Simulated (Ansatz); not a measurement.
# TiO+ (quartet): from Hartree-Fock to the top rungs, def2-TZVPP

The task here is to estimate one member of a computed series from the others.

Method: def2-TZVPP, core rule «outside noble gas», up to 10 orbitals frozen; program: Ansatz 0.2.0, Gaussian basis.

To be run: UHF; ROHF; CCSD(T) on UHF.

## The geometry

The geometry is a PBE0/def2-TZVP stationary point (not a proven minimum) of the parent state, kept for this charge and spin.

2 atoms, charge 1, spin multiplicity 4.

Atoms are counted from 1 here; the program's logs count them from 0.

Bond lengths: Ti1–O2 1.899 Å.

As a file:

```tsv
atom	x (Å)	y (Å)	z (Å)
Ti1	0.0000	0.0000	0.0000
O2	0.0000	0.0000	1.8994
```

The first run:

The input, in.yaml:

```yaml
crystal:
  periodic: [false, false, false]
  atoms:
    - {symbol: Ti, position_ang: [0.000000, 0.000000, 0.000000]}
    - {symbol: O, position_ang: [0.000000, 0.000000, 1.899400]}
basis:
  gaussian: {orbitals: def2-TZVPP}
total_charge: 1
magnetization: {spin_polarized: true, initial_magnetization: 3}
hamiltonian: {xc: hf}
output: {orbitals: {seedname: orbitals}}
```

The run is started by

```console
$ ansatz run in.yaml --threads 1 --pin off --events-out ev --progress --plain --max-ram 3968MiB --backend cpu
```

Among the steps run: UHF; ROHF; CCSD(T) on UHF.

One table of the session follows, with a row left open; its other results are not shown here.

| method | from UCCSD(T) (kcal/mol) |
| --- | --- |
| ROHF | +161.01 |
| UHF | +155.57 |
| UMP2 | +15.34 |
| UCCSD | ? |
| UCCSD(T) | 0 |

Q: Estimate the row for UCCSD from the others.

**Answer.** from UCCSD(T) (kcal/mol): +6.22. In the column «from UCCSD(T) (kcal/mol)» it lies between UCCSD(T) (0) and UMP2 (+15.34).
